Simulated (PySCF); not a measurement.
# GeH2SClF (SMILES [F][GeH]([SH])[Cl]): levels of theory compared

We compute a comparison of 6 runs (HF/STO-3G, B3LYP/6-31G, B3LYP/6-31G*, TPSS/cc-pVDZ, PBE0/def2-SVP, PBE0/def2-SVPD) of GeH2SClF. The job is set up through a Python script.

The results are computed with PySCF 2.14.0.

### 1 The system as given

The species is GeH2SClF (6 atoms), meant as a singlet with charge 0. As SMILES, `[F][GeH]([SH])[Cl]`. Geometry: relaxed at PBE0-D4/def2-TZVP. This is one conformer, not always the lowest.

Bond lengths: F1–Ge2 1.729 Å, Ge2–S3 2.189 Å, Ge2–Cl4 2.132 Å, Ge2–H5 1.526 Å, S3–H6 1.344 Å. Angles: F1–Ge2–S3 109.6°, F1–Ge2–Cl4 104.1°, S3–Ge2–Cl4 111.4°, F1–Ge2–H5 108.1°, S3–Ge2–H5 112.0°, Cl4–Ge2–H5 111.3°, Ge2–S3–H6 92.8°.

### 2 Energy and gradient at HF/STO-3G (run 1)

Input file job.py:

```python
import pyscf.grad
from pyscf import gto, scf

molecule = gto.Mole()
molecule.atom = '''
F     -1.778500    -0.396800     0.303800
Ge    -0.267800    -0.038800    -0.456900
S      0.879200     1.339200     0.798800
Cl     0.697800    -1.933500    -0.613200
H     -0.558200     0.551600    -1.834200
H      1.069500     0.414300     1.755600
'''
molecule.spin = 0
molecule.basis = 'sto-3g'
molecule.max_memory = 1860
molecule.verbose = 4
molecule.build()

hf = scf.RHF(molecule)
hf.conv_tol = 1e-10
hf.kernel()
if not hf.converged:
    hf = hf.newton().run(hf.mo_coeff, hf.mo_occ)

e_tot = hf.e_tot
print('Final energy', e_tot)
grad = hf.Gradients().kernel()
dip = hf.dip_moment()
pop, q = hf.mulliken_pop()
```

Launch:

```sh
OMP_NUM_THREADS=1 python job.py
```

Standard output:

```text
PySCF version 2.14.0

[... 60 lines left out ...]
converged SCF energy = -2998.81120822136
Final energy -2998.811208221363
[... 12 lines left out ...]
Dipole moment(X, Y, Z, Debye): -0.31150,  2.02988, -0.03269
[... 50 lines left out ...]
charge of    5H =     -0.01868
```

Run time: 5.7 s. Hardware: 1 thread of Intel Xeon at 2.50GHz (Skylake/Cascade Lake), shared host; peak memory 0.12 GiB.

### 3 Energy and gradient at B3LYP/6-31G (run 2)

Input file start.xyz:

```xyz
6

F     -1.778500    -0.396800     0.303800
Ge    -0.267800    -0.038800    -0.456900
S      0.879200     1.339200     0.798800
Cl     0.697800    -1.933500    -0.613200
H     -0.558200     0.551600    -1.834200
H      1.069500     0.414300     1.755600
```

Input file input.py:

```python
# [F][GeH]([SH])[Cl]
import pyscf.grad
from pyscf import gto, dft

system = gto.M(
    atom='start.xyz',
    charge=0,
    basis='6-31g',
    spin=0,
    verbose=4,
    max_memory=1860,
)

ks = dft.RKS(system, xc='b3lyp')
ks.conv_tol = 1e-10
ks.grids.level = 5
ks.kernel()
if not ks.converged:
    ks = ks.newton().run(ks.mo_coeff, ks.mo_occ)

e_tot = ks.e_tot
print('E(%s) = %.9f' % ('B3LYP', e_tot))
grad = ks.Gradients().kernel()
ks.analyze()
```

Launch:

```sh
OMP_NUM_THREADS=1 python input.py
```

Standard output:

```text
PySCF version 2.14.0

[... 76 lines left out ...]
converged SCF energy = -3036.14727006766
[... 25 lines left out ...]
MO #3   energy= -88.8970869880922  occ= 2
[... 8 lines left out ...]
MO #12  energy= -7.23212480660921  occ= 2
[... 8 lines left out ...]
MO #21  energy= -1.29300819012066  occ= 2
[... 8 lines left out ...]
MO #30  energy= -0.472707461036533 occ= 2
[... 8 lines left out ...]
MO #39  energy= -0.0602909192084065 occ= 0
[... 8 lines left out ...]
MO #48  energy= 0.322778916117661  occ= 0
[... 8 lines left out ...]
MO #57  energy= 0.943075317752021  occ= 0
[... 8 lines left out ...]
MO #66  energy= 3.01325658358168   occ= 0
[... 75 lines left out ...]
Dipole moment(X, Y, Z, Debye):  0.79044,  1.07247, -0.58977
```

Run time: 46 s. Hardware: 1 thread of Intel Xeon at 2.50GHz (Skylake/Cascade Lake), shared host; peak memory 0.66 GiB.

Runs 3 to 5 aren't shown in full; the table further down has their settings and results.

### 4 Energy and forces at PBE0/def2-SVPD (run 6)

Input file calc.py:

```python
import pyscf.grad
from pyscf import gto, dft

mol = gto.M(
    atom='''
F       -1.778500      -0.396800       0.303800
Ge      -0.267800      -0.038800      -0.456900
S        0.879200       1.339200       0.798800
Cl       0.697800      -1.933500      -0.613200
H       -0.558200       0.551600      -1.834200
H        1.069500       0.414300       1.755600
''',
    max_memory=1860,
    verbose=4,
    basis='def2-svpd',
)

ks = dft.RKS(mol, xc='pbe0')
ks.conv_tol = 1e-10
ks.grids.level = 5
ks.kernel()
if not ks.converged:
    ks = ks.newton().run(ks.mo_coeff, ks.mo_occ)

energy = ks.e_tot
print(f'total energy: {energy:.8f} hartree')
grad = ks.Gradients().kernel()
dip = ks.dip_moment()
pop, q = ks.mulliken_pop()
```

Launch:

```sh
OMP_NUM_THREADS=1 python calc.py
```

Standard output:

```text
PySCF version 2.14.0

[... 73 lines left out ...]
converged SCF energy = -3035.31171480876
total energy: -3035.31171481 hartree
[... 13 lines left out ...]
Dipole moment(X, Y, Z, Debye):  0.99485,  1.03599, -0.49833
[... 138 lines left out ...]
charge of    5H =      0.28306
```

Wall time 1.7 min (1 thread of Intel Xeon at 2.50GHz (Skylake/Cascade Lake), shared host); peak memory 1.4 GiB.

### 5 The series

| run | level | integration grid | energy (Eh) | dipole moment (D) | HOMO energy (eV) | LUMO energy (eV) | wall time |
| --- | --- | --- | --- | --- | --- | --- | --- |
| 1 | HF/STO-3G | – | -2998.811208 | 2.05 | -8.29 | 7.87 | 5.7 s |
| 2 | B3LYP/6-31G | 5 | -3036.147270 | 1.46 | -8.21 | -1.64 | 46 s |
| 3 | B3LYP/6-31G* (spherical functions) | 5 | -3036.283165 | 1.24 | -7.88 | -1.19 | 71 s |
| 4 | TPSS/cc-pVDZ | 5 | -3036.544367 | 1.22 | -6.96 | -1.68 | 86 s |
| 5 | PBE0/def2-SVP | 5 | -3035.288163 | 1.30 | -8.14 | -0.66 | 53 s |
| 6 | PBE0/def2-SVPD | 5 | -3035.311715 | 1.52 | -8.33 | -1.21 | 1.7 min |

### 6 Outcome

| quantity | value |
| --- | --- |
| run 6: total energy | -3035.31171 Eh |
| run 6: dipole moment | 1.52 D |
| run 6: HOMO energy | -8.33 eV |
| run 6: LUMO energy | -1.21 eV |
| run 6: HOMO–LUMO gap | 7.12 eV |
| run 6: largest force on an atom | 0.484 eV/Å |

What this shows: The dipole moment (its size) runs from 1.22 D (TPSS/cc-pVDZ) to 2.05 D (HF/STO-3G). The two ends differ in method and basis. The HOMO–LUMO gap runs from 5.28 eV (TPSS/cc-pVDZ) to 16.16 eV (HF/STO-3G). Totals of different functionals can't be ranked against each other. In run 1 the basis is minimal, so the values are rough. All runs together took 6 min, the longest 1.7 min.
